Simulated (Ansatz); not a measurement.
# HfRh₃, space group Pm-3m: an equation of state with a fit

With Ansatz's Python interface.

At the Python prompt:
```pycon
>>> import ansatz as az
>>> import numpy as np
>>> from pymatgen.analysis.eos import EOS
>>> VECTORS = np.array([
...     [3.911, 0.0, 0.0],
...     [0.0, 3.911, 0.0],
...     [0.0, 0.0, 3.911],
... ])
>>> SITES = [
...     ('Hf', (0.0, 0.0, 0.0)),
...     ('Rh', (0.0, 0.5, 0.5)),
...     ('Rh', (0.5, 0.0, 0.5)),
...     ('Rh', (0.5, 0.5, 0.0)),
... ]
>>> def on_lattice(cell):
...     crystal = az.Crystal(lattice=az.Lattice.of(cell))
...     for symbol, position in SITES:
...         crystal = crystal.atom(symbol, position)
...     return crystal
...
>>> volumes, energies = [], []
>>> for scale in np.linspace(0.94, 1.06, 7):
...     cell = VECTORS * scale ** (1 / 3)
...     base = (
...         on_lattice(cell).calculation()
...         .functional('pbesol')
...         .occupations('Marzari-Vanderbilt')
...         .basis(500)
...         .kpoints(6, 6, 6)
...     )
...     report = base.run(threads=1, backend='cpu').report
...     volumes.append(abs(np.linalg.det(cell)) / len(SITES))
...     energies.append(report['free_energy_ev'] / len(SITES))
...     print(f'V = {volumes[-1]:8.4f} A^3/atom  F = {energies[-1]:.5f} eV/atom')
...
V =  14.0583 A^3/atom  F = -8654.26624 eV/atom
V =  14.3574 A^3/atom  F = -8654.28572 eV/atom
V =  14.6565 A^3/atom  F = -8654.29429 eV/atom
V =  14.9556 A^3/atom  F = -8654.29315 eV/atom
V =  15.2547 A^3/atom  F = -8654.28334 eV/atom
V =  15.5538 A^3/atom  F = -8654.26583 eV/atom
V =  15.8529 A^3/atom  F = -8654.24146 eV/atom
>>> for form in ['pourier_tarantola', 'birch_murnaghan', 'murnaghan']:
...     fit = EOS(eos_name=form).fit(volumes, energies)
...     print(f'{form:18s} V0 {fit.v0:8.4f} A^3/atom  B0 {fit.b0_GPa:7.1f} GPa  B1 {fit.b1:5.2f}')
...
pourier_tarantola  V0  14.7677 A^3/atom  B0   246.2 GPa  B1  4.64
birch_murnaghan    V0  14.7675 A^3/atom  B0   245.8 GPa  B1  4.71
murnaghan          V0  14.7672 A^3/atom  B0   245.5 GPa  B1  4.76
```

A third-order Birch-Murnaghan fit through the 7 points has its minimum at 14.77 Å³ an atom, 1.3 % below the typed cell, with a bulk modulus of 246 GPa and dB/dP = 4.7. From that minimum the energy rises by 28.7 meV an atom on the compressed side and 53.5 meV on the expanded side.

Reading the output:
- Total energies depend on the potentials; only differences at equal settings carry meaning.
- No spin polarisation was allowed.
- For a metal this k-point mesh is coarse: on a finer one energies can move by several to tens of meV an atom and pressures by half a GPa or more, differences at one mesh by less.
- Spin-orbit coupling, which matters for elements this heavy, is left out.
- The starting cell is as deposited in a crystallographic database; the results hold for this polymorph, which needn't be the stable one.
- Run time: 21 s on 1 thread of Arm Neoverse V2, on a shared host, peak memory 0.52 GiB.

(Lines on the test bed's own set-up are left out of the output.)
